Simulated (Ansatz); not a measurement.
# Alloy of LiH and LiF (28 of 32 H sites exchanged), 64 atoms

Aim: relax the alloy cell and compare the gap by PBEsol, HSE06 and r²SCAN.

All numbers are computed with Ansatz 0.2.0 (PAW, plane waves).

## Step 1: Starting point

64 atoms (28 F, 4 H, 32 Li); a = 8.009 Å, b = 8.009 Å, c = 8.009 Å, α = 90.00°, β = 90.00°, γ = 90.00°. All atoms were shaken off their sites by about 0.02 Å along each axis.

The runs, in order: (2) PBEsol cell relaxation at the single k point (¼, ¼, ¼), on 7 threads of Arm Neoverse-V2; (3) HSE06 single point at the Γ point alone, on 7 threads of Arm Neoverse-V2; (4) r²SCAN single point at the Γ point alone, on 7 threads of Arm Neoverse-V2.

## Step 2: PBEsol relaxation of the cell and the positions

Input file in.yaml:

```yaml
crystal:
  lattice:
    - [8.008555, 0.000000, 0.000000]
    - [0.000000, 8.008555, 0.000000]
    - [0.000000, 0.000000, 8.008555]
  atoms:
    - { symbol: F, position: [0.246390, 0.000497, 0.002338] }
    - { symbol: F, position: [0.247677, 0.000414, 0.503277] }
    - { symbol: F, position: [0.247861, 0.502201, 0.997632] }
    - { symbol: F, position: [0.253057, 0.497567, 0.498159] }
    - { symbol: F, position: [0.752998, 0.000220, 0.502371] }
    - { symbol: F, position: [0.750716, 0.499201, 0.999910] }
    - { symbol: F, position: [0.750310, 0.500753, 0.502386] }
    - { symbol: F, position: [0.000016, 0.251419, 0.994902] }
    - { symbol: F, position: [0.000658, 0.250669, 0.497243] }
    - { symbol: F, position: [0.002453, 0.748912, 0.998339] }
    - { symbol: F, position: [0.997286, 0.749586, 0.508323] }
    - { symbol: F, position: [0.501630, 0.247384, 0.998298] }
    - { symbol: F, position: [0.502508, 0.250425, 0.502359] }
    - { symbol: F, position: [0.501823, 0.748724, 0.997627] }
    - { symbol: F, position: [0.504173, 0.748328, 0.501088] }
    - { symbol: F, position: [0.002181, 0.998526, 0.252694] }
    - { symbol: F, position: [0.999240, 0.995155, 0.750223] }
    - { symbol: F, position: [0.001540, 0.502885, 0.248744] }
    - { symbol: F, position: [0.499651, 0.001442, 0.253505] }
    - { symbol: F, position: [0.497522, 0.004766, 0.748477] }
    - { symbol: F, position: [0.500902, 0.499548, 0.246527] }
    - { symbol: F, position: [0.503228, 0.502475, 0.752594] }
    - { symbol: F, position: [0.249956, 0.246316, 0.253027] }
    - { symbol: F, position: [0.250763, 0.253046, 0.751389] }
    - { symbol: F, position: [0.252332, 0.749330, 0.254208] }
    - { symbol: F, position: [0.750408, 0.250907, 0.252700] }
    - { symbol: F, position: [0.751585, 0.247532, 0.747742] }
    - { symbol: F, position: [0.749015, 0.753842, 0.247675] }
    - { symbol: H, position: [0.751183, 0.996339, 0.996713] }
    - { symbol: H, position: [0.998840, 0.505173, 0.753041] }
    - { symbol: H, position: [0.251901, 0.748818, 0.747643] }
    - { symbol: H, position: [0.748905, 0.747543, 0.749511] }
    - { symbol: Li, position: [0.000131, 0.000559, 0.999183] }
    - { symbol: Li, position: [0.998827, 0.001113, 0.500758] }
    - { symbol: Li, position: [0.998562, 0.504633, 0.002077] }
    - { symbol: Li, position: [0.001226, 0.499961, 0.497342] }
    - { symbol: Li, position: [0.502929, 0.997866, 0.005968] }
    - { symbol: Li, position: [0.504605, 0.997429, 0.500860] }
    - { symbol: Li, position: [0.498306, 0.500607, 0.003909] }
    - { symbol: Li, position: [0.501658, 0.498570, 0.500725] }
    - { symbol: Li, position: [0.253579, 0.250296, 0.003957] }
    - { symbol: Li, position: [0.255090, 0.245091, 0.497047] }
    - { symbol: Li, position: [0.249099, 0.750688, 0.999960] }
    - { symbol: Li, position: [0.247806, 0.746322, 0.504504] }
    - { symbol: Li, position: [0.746310, 0.247526, 0.997518] }
    - { symbol: Li, position: [0.749171, 0.252593, 0.500087] }
    - { symbol: Li, position: [0.747727, 0.749717, 0.000596] }
    - { symbol: Li, position: [0.750156, 0.750718, 0.499880] }
    - { symbol: Li, position: [0.250119, 0.000242, 0.245974] }
    - { symbol: Li, position: [0.249880, 0.004609, 0.752860] }
    - { symbol: Li, position: [0.254985, 0.504328, 0.245194] }
    - { symbol: Li, position: [0.252980, 0.498316, 0.750572] }
    - { symbol: Li, position: [0.744889, 0.997954, 0.251102] }
    - { symbol: Li, position: [0.747190, 0.000167, 0.749153] }
    - { symbol: Li, position: [0.748813, 0.501693, 0.247513] }
    - { symbol: Li, position: [0.745342, 0.501295, 0.747923] }
    - { symbol: Li, position: [0.000669, 0.250529, 0.248269] }
    - { symbol: Li, position: [0.000879, 0.252832, 0.748281] }
    - { symbol: Li, position: [0.998738, 0.749817, 0.254161] }
    - { symbol: Li, position: [0.997180, 0.752400, 0.751594] }
    - { symbol: Li, position: [0.503661, 0.250650, 0.249846] }
    - { symbol: Li, position: [0.505179, 0.250534, 0.748658] }
    - { symbol: Li, position: [0.498519, 0.749545, 0.250825] }
    - { symbol: Li, position: [0.502855, 0.749728, 0.748979] }
  symmetry: { detect: false }
kpoints:
  mp_grid: { grid: [1, 1, 1], shift: [0.25, 0.25, 0.25] }
hamiltonian:
  xc: pbesol
scf:
  occupations: { method: fermi_dirac, width: 0.01 }
relax:
  f_tol: 0.03
  max_steps: 80
  escape_saddle: false
  adjacent_minimum: "off"
  cell: { fix: [shape] }
output:
  forces: true
  eigenvalues: true
  populations: true
```

Started as:

```bash
$ ansatz run in.yaml --threads 7 --pin off --max-ram 13300MiB --runs-dir r --events-out ev --progress --plain
```

The runs that follow: HSE06 single point; r²SCAN on the same atoms.

Q: Predict the outcome of this session. Wanted: for each run, top filled to lowest empty.

As calculated:

```
             level                   time   k points  top filled to lowest empty (eV)
PBEsol, relaxation   18 s (7 CPU threads)  (¼, ¼, ¼)                             6.76
             HSE06   59 s (7 CPU threads)          Γ                             8.46
            r²SCAN  9.9 s (7 CPU threads)          Γ                             7.68
```

| quantity | value |
| --- | --- |
| relaxation | 4 recorded steps, 0.17 eV gained |
| largest shift | 0.08 Å (F11) |
| relaxed cell | a = 8.017 Å, b = 8.017 Å, c = 8.017 Å, α = 90.00°, β = 90.00°, γ = 90.00° |

**In words.** Relaxation gains 0.17 eV, with shifts up to 0.08 Å (F11), while the volume changes by +0.3 %. At the same k points, r²SCAN gives a spacing 0.78 eV smaller than the 8.46 eV of HSE06. Rows on different k points differ by sampling as well as by level. The HSE06 single point took about 6 times as long as the r²SCAN one on the same kind of device. With one k point the spacing samples only the states that fold onto it, so it can exceed the gap over the zone.
